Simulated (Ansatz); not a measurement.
# Ta2NbO4: the cost of one run

Computed with Ansatz 0.2.0 (DFT PBE, scalar-relativistic, plane waves, PAW, unless a step names another level, unless a step's input says otherwise).

3 further runs of the same task are left out: 3 that didn't finish.

**1. The starting structure**

Symmetry: Amm2, No. 38, orthorhombic system. Conventional cell: a = 5.133 Å, b = 7.436 Å, c = 5.881 Å, α = 90.00°, β = 90.00°, γ = 90.00°. Ta (site symmetry m) has 4 O at 2.04 to 2.05 Å as nearest neighbours. Nb (site symmetry mm2) is surrounded by 4 O at 2.02 Å. O (site symmetry 1) is surrounded by 1 Nb at 2.02 Å and 2 Ta at 2.04 to 2.05 Å.

As a file:

```cif
data_structure
_symmetry_space_group_name_H-M 'P 1'
_symmetry_Int_Tables_number 1
_cell_length_a 5.1335
_cell_length_b 4.7403
_cell_length_c 4.7403
_cell_angle_alpha 103.326
_cell_angle_beta 90.000
_cell_angle_gamma 90.000
_cell_volume 112.25
loop_
_atom_site_label
_atom_site_type_symbol
_atom_site_fract_x
_atom_site_fract_y
_atom_site_fract_z
_atom_site_occupancy
Ta1 Ta 0.50000 0.49735 0.13649 1
Ta2 Ta 0.50000 0.13649 0.49735 1
Nb1 Nb 0.00000 0.52126 0.52126 1
O1 O 0.74691 0.38569 0.78763 1
O2 O 0.25309 0.78763 0.38569 1
O3 O 0.74691 0.78763 0.38569 1
O4 O 0.25309 0.38569 0.78763 1
```

It came out lowest among 21 distinct ends of the trial cells. At a tolerance of 0.05 Å it has space group Amm2 (No. 38).

**2. A stricter relaxation, on the response runs' mesh and smearing**

input.yaml reads:

```yaml
crystal:
  lattice:
    - [5.1334811803, 0.0, 0.0]
    - [0.0, 3.7181866672, 2.9403606084]
    - [0.0, -3.7181866672, 2.9403606084]
  atoms:
    - { symbol: Ta, position: [0.5, 0.4973478604, 0.1364915258] }
    - { symbol: Ta, position: [0.5, 0.1364915258, 0.4973478604] }
    - { symbol: Nb, position: [0.0, 0.5212577488, 0.5212577488] }
    - { symbol: O, position: [0.7469095768, 0.385687584, 0.7876292085] }
    - { symbol: O, position: [0.2530904232, 0.7876292085, 0.385687584] }
    - { symbol: O, position: [0.7469095768, 0.7876292085, 0.385687584] }
    - { symbol: O, position: [0.2530904232, 0.385687584, 0.7876292085] }
basis:
  ecutwfc: 420
kpoints:
  mp_grid: { grid: [6, 8, 8] }
hamiltonian:
  xc: pbe
scf:
  occupations: { method: gaussian, width: 0.1 }
output:
  forces: true
  stress: true
  eigenvalues: true
relax:
  adjacent_minimum: "off"
  f_tol: 0.001
  max_steps: 60
  cell: { stress_tol: 0.01 }
```

On the command line:

```sh
> ansatz run input.yaml --threads 3 --pin off --max-ram 7680MiB --backend cpu --events-out ev --progress --plain --runs-dir out
```

**Question.** How long does this run take on 3 threads of AMD EPYC 7R43 (Zen 3), shared host, and how much memory does it need?

About 1.7 min, with a peak of 0.65 GiB.
